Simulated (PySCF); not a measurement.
# C9H7O2: the cost of one run

Computed with PySCF 2.14.0 and routines of our own; the level stands in each step. Atoms count from 0.

### 1 The system as given

18 atoms, charge -1, multiplicity 1; geometry from: GFN2-xTB.

### 2 Relaxing the molecule at PBE0-D3(BJ)/def2-SVP

Job settings and geometry (Å):

```
{"job": {"xc": "PBE0", "basis": "def2-SVP", "d3": "d3bj", "grid": 2, "kind": "geom"}, "charge": -1, "multiplicity": 1}
C     -2.444094    -2.129083     0.161033
C     -1.805147    -1.145835    -0.102360
C     -0.964893    -0.036386    -0.394874
C     -1.557601     1.162262    -0.776897
C     -2.946752     1.347833    -0.894117
O     -3.521736     2.387487    -1.228403
C      0.409189    -0.295548    -0.257213
C      1.431458     0.614413    -0.481908
C      2.794436     0.412431    -0.362337
C      3.440557    -0.781384     0.018504
O      4.659082    -0.946341     0.120373
H     -3.037838    -2.965875     0.382523
H     -0.931358     2.013812    -1.002179
H     -3.558540     0.448035    -0.654838
H      0.672400    -1.298908     0.051492
H      1.131604     1.610546    -0.790116
H      3.449389     1.248119    -0.580643
H      2.771084    -1.639260     0.242275
```

Run with:

```sh
$ OMP_NUM_THREADS=1 python excited_run.py task.json out
```

This one command runs all jobs of the session in turn.

Q: Estimate the wall time and peak memory of this first job on 1 thread of Intel Xeon 6975P-C, shared host.

About 84 s, with a peak of 0.93 GiB.
